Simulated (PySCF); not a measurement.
# C4H3F3O2Si: the cost of one run

The runs use PySCF 2.14.0, with density-fitted response routines of our own; the level of theory stands in each step. All values are computed, except where a source is named. Atoms are numbered from 0 throughout.

## 1. The molecule as given

13 atoms, charge 0, multiplicity 1; geometry from: GFN2-xTB.

Bonds of the start (Å): O0–Si1 1.61, Si1–C2 1.89, C2–F3 1.35, C2–C4 1.32, C4–F5 1.33, C4–F6 1.32, Si1–C7 1.89, C7–C8 1.33, C8–O9 1.39, O9–Si1 1.70, O0–H10 0.96, C7–H11 1.07, C8–H12 1.07.

## 2. Ultraviolet spectrum: B3LYP/def2-SVPD

The job: settings as JSON, then the geometry in Å.

```
{"job": {"kind": "uv", "xc": "B3LYP", "basis": "def2-SVPD", "nstates": 8, "ntriplets": 3}, "charge": 0, "multiplicity": 1}
O     -0.179326     1.656422     1.009144
Si     0.303233     0.331958     0.234512
C     -1.273592    -0.647340    -0.097006
F     -1.126923    -1.963887    -0.347805
C     -2.504781    -0.159441    -0.089903
F     -3.619015    -0.845516    -0.302505
F     -2.793471     1.110793     0.132265
C      1.891826    -0.656856     0.496065
C      2.243825    -0.216176    -0.711249
O      1.232236     0.622529    -1.158718
H      0.339803     2.458491     1.026148
H      2.394189    -1.335207     1.152538
H      3.087610    -0.355284    -1.361214
```

With the program's defaults for keys left out, this is: TDDFT B3LYP/def2-SVPD, vertical, gas phase, core orbitals frozen in the response.

Started as:

```sh
$ OMP_NUM_THREADS=1 python probes_run.py task.json out
```

The driver reads the jobs from task.json and runs them one after another.

**Question.** How long does this job take on 1 thread of Arm Neoverse N1, shared host, and how much memory does it need?

About 1.9 min, with a peak of 0.96 GiB.
